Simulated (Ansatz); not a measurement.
**In3Sb2As: the cell at several levels of theory**

Aim: relax an ordered 6-atom cell of In3Sb2As on the zincblende lattice (P3m1) with PBE and r2SCAN and see how far the functionals disagree on the cell. This is a trial cell built on a prototype, not taken from a measured structure, and it needn't be the compound's ground state.

Code: Ansatz 0.2.0. PAW datasets, plane waves, zero pressure. The calculation is spin-unpolarised, and the structure need not be a phase that has been made.

### Step 1. Starting point

It is trigonal, P3m1 (No. 156); conventional cell a = 4.434 Å, c = 10.861 Å, 30.82 Å³ an atom. Around As lie 4 In at 2.72 Å; around Sb lie 4 In at 2.72 Å; around In lie 3 As at 2.72 Å and 1 Sb at 2.72 Å; around In lie 4 Sb at 2.72 Å.

Coordinates:

```cif
data_structure
_symmetry_space_group_name_H-M 'P3m1'
_symmetry_Int_Tables_number 156
_cell_length_a 4.4338
_cell_length_b 4.4338
_cell_length_c 10.8605
_cell_angle_alpha 90.000
_cell_angle_beta 90.000
_cell_angle_gamma 120.000
_cell_volume 184.90
loop_
_atom_site_label
_atom_site_type_symbol
_atom_site_symmetry_multiplicity
_atom_site_Wyckoff_symbol
_atom_site_fract_x
_atom_site_fract_y
_atom_site_fract_z
_atom_site_occupancy
As1 As 1 a 0.00000 0.00000 0.00000 1
Sb1 Sb 1 b 0.33333 0.66667 0.33333 1
Sb2 Sb 1 c 0.66667 0.33333 0.66667 1
In1 In 1 b 0.33333 0.66667 0.08333 1
In2 In 1 c 0.66667 0.33333 0.41667 1
In3 In 1 a 0.00000 0.00000 0.75000 1
```

### Step 2. Relaxation with PBE

File input.yaml:

```yaml
crystal:
  lattice:
    - [4.4337941669, 0.0, 0.0]
    - [-2.2168970834, 3.8397783837, 0.0]
    - [0.0, 0.0, 10.8605333333]
  atoms:
    - { symbol: As, position: [0.0, 0.0, 0.0] }
    - { symbol: Sb, position: [0.3333333333, 0.6666666667, 0.3333333333] }
    - { symbol: Sb, position: [0.6666666667, 0.3333333333, 0.6666666667] }
    - { symbol: In, position: [0.3333333333, 0.6666666667, 0.0833333333] }
    - { symbol: In, position: [0.6666666667, 0.3333333333, 0.4166666667] }
    - { symbol: In, position: [0.0, 0.0, 0.75] }
kpoints:
  mp_grid: { grid: [6, 6, 2] }
hamiltonian:
  xc: pbe
scf:
  occupations: { method: fermi_dirac, width: 0.02 }
relax:
  f_tol: 0.005
  cell: {}
output:
  write_density: true
  write_potential: true
  elf: true
  volumetric_format: npy
```

Command:

```bash
$ ansatz run input.yaml --threads 4 --pin off --max-ram 6451MiB --backend cpu --events-out ev --progress --plain --runs-dir out
```

The runs that follow: r2SCAN: cell and atoms.

Q: Predict the outcome of this session. Wanted: for each run, a; c; volume; space group; SCF geometries.

The runs gave:

```
 level  a (Å)   c (Å)  volume (Å³/atom)  space group  SCF geometries
   PBE  4.593  11.237            34.212         P3m1               6
r2SCAN  4.536  11.105            32.981         P3m1               6
```

The first relaxation changed the volume by +11.0 % from the start. r2SCAN gives the smallest cell and PBE the largest; they differ by 3.7 % in volume, a mean of 1.2 % in length.
